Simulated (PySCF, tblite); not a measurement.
# C8H16Si: geometry, infrared bands, NMR shifts and electronic excitations

Wanted: the infrared bands, NMR shifts and electronic excitations of C8H16Si (`C=C1CCC[C@@H](C[SiH3])C1`), by calculation.

Computed with tblite 0.8.0 and PySCF 2.14.0, with density-fitted response routines of our own, on a single molecule in the gas phase. Atoms are numbered from 0 throughout.

## 1. Starting geometry

25 atoms, charge 0, multiplicity 1; geometry from: force field or distance geometry start.

Bonds of the start (Å): C0–C1 1.34, C1–C2 1.50, C2–C3 1.51, C3–C4 1.52, C4–C5 1.54, C5–C6 1.55, C6–Si7 1.88, C5–C8 1.54, C8–C1 1.51, C0–H9 1.10, C0–H10 1.08, C2–H11 1.11, C2–H12 1.09, C3–H13 1.11, C3–H14 1.09, C4–H15 1.09, C4–H16 1.10, C5–H17 1.10, C6–H18 1.10, C6–H19 1.09, Si7–H20 1.48, Si7–H21 1.48, Si7–H22 1.49, C8–H23 1.09, C8–H24 1.10.

## 2. Geometry optimisation with GFN2-xTB

Job settings and geometry (Å):

```
{"job": {"kind": "relax", "xc": "GFN2-xTB", "basis": "xTB"}, "charge": 0, "multiplicity": 1}
C     -2.039400     1.602100     1.419800
C     -1.580300     0.813100     0.439800
C     -2.364000    -0.339200    -0.115300
C     -1.578700    -1.629100    -0.042500
C     -0.192200    -1.499800    -0.657300
C      0.606300    -0.334400    -0.047600
C      1.986900    -0.221000    -0.743900
Si     3.306400     0.808800     0.117100
C     -0.192700     0.974700    -0.140500
H     -3.044300     1.462000     1.843100
H     -1.459900     2.419900     1.822500
H     -3.331100    -0.462700     0.408500
H     -2.618100    -0.114700    -1.156400
H     -1.465900    -1.936300     1.013900
H     -2.134100    -2.429200    -0.535500
H      0.352700    -2.438500    -0.520300
H     -0.298100    -1.337900    -1.742500
H      0.765200    -0.573600     1.018200
H      2.408700    -1.228200    -0.837200
H      1.856600     0.157600    -1.754100
H      3.542300     0.289700     1.485600
H      4.565600     0.747500    -0.658400
H      2.869300     2.228000     0.216300
H      0.329000     1.782900     0.364800
H     -0.301300     1.282400    -1.189100
```

Started as:

```console
$ OMP_NUM_THREADS=1 python probes_run.py task.json out
```

One launch serves the whole session: the jobs run in the order shown.

**Question.** This job is followed by: GFN2-xTB harmonic vibrations, gas phase; PBE0-D3(BJ)/def2-SVP geometry optimisation, gas phase; GIAO PBE0/pcSseg-1 NMR shielding, non-relativistic, gas phase; TDDFT wB97X-D/def2-SVPD, vertical, gas phase, core orbitals frozen in the response; GIAO KT2/pcSseg-1 NMR shielding, non-relativistic, gas phase. What will the session give for the following? strongest single infrared mode (GFN2-xTB); zero-point energy (GFN2-xTB); point group; rotational constants (main isotopes); 13C shifts against TMS (PBE0/pcSseg-1); 1H shifts against TMS (PBE0/pcSseg-1, means over atoms taken as alike); 29Si shifts against TMS (PBE0/pcSseg-1); surface potential, 1st and 99th percentile; lowest singlet (wB97X-D/def2-SVPD); lowest triplet; vertical ionisation energy (ΔSCF); range of the shift of C0.

**Answer**, as computed:

| quantity | value |
| --- | --- |
| strongest single infrared mode (GFN2-xTB) | 2252 cm⁻¹, 415 km/mol |
| zero-point energy (GFN2-xTB) | 134.1 kcal/mol |
| point group | C1 |
| rotational constants (main isotopes) | 2.28, 0.80, 0.63 GHz |
| 13C shifts against TMS (PBE0/pcSseg-1) | 157.0, 115.4, 44.6, 40.0, 39.9, 37.7, 30.2, 17.0 ppm |
| 1H shifts against TMS (PBE0/pcSseg-1, means over atoms taken as alike) | 4.99, 4.98, 3.90, 2.22, 2.12, 1.89, 1.66, 1.59, 1.45, 1.26, 1.09, 0.94, 0.78, 0.46 ppm |
| 29Si shifts against TMS (PBE0/pcSseg-1) | -66.7 ppm |
| surface potential, 1st and 99th percentile | -0.70 V and 0.73 V |
| lowest singlet (wB97X-D/def2-SVPD) | 7.01 eV (177 nm), f = 0.371 |
| lowest triplet | 4.42 eV |
| vertical ionisation energy (ΔSCF) | 8.98 eV |
| range of the shift of C0 | 105.9 to 115.4 ppm |

Over 113 steps the energy fell by 0.104 eV; of the close pairs, Si7–H22 changed most, 1.488 to 1.465 Å (GFN2-xTB). No mode is imaginary among the 69: a minimum at this level. The strongest single mode, at 2252 cm⁻¹, moves mainly H22. GFN2-xTB is a fitted tight-binding method: band positions and strengths are rough. Its intensities can rank the bands wrongly. Over 6 steps the energy fell by 0.210 eV; of the close pairs, Si7–H20 changed most, 1.463 to 1.497 Å (PBE0/def2-SVP). The most deshielded carbon is C1 (fully substituted alkene carbon), at 157.0 ppm: the olefinic region. At PBE0/pcSseg-1: Shielding is most anisotropic at C1 (span 259 ppm, paramagnetic term -234 ppm). The lowest singlet, at 7.01 eV, is HOMO→LUMO 0.82, HOMO→LUMO+1 0.09 and is bright. The lowest triplet lies 2.59 eV below the lowest singlet (triplets in Tamm-Dancoff, singlets in full TDDFT). At wB97X-D/def2-SVPD, the highest states lie near or above the ionisation energy, where they hang on the basis. The orbital energy would give 8.89 eV for ionisation, ΔSCF gives 8.98 eV. Across the 2 runs the shift of C0 moves most, between 105.9 (KT2/pcSseg-1) and 115.4 ppm (PBE0/pcSseg-1).
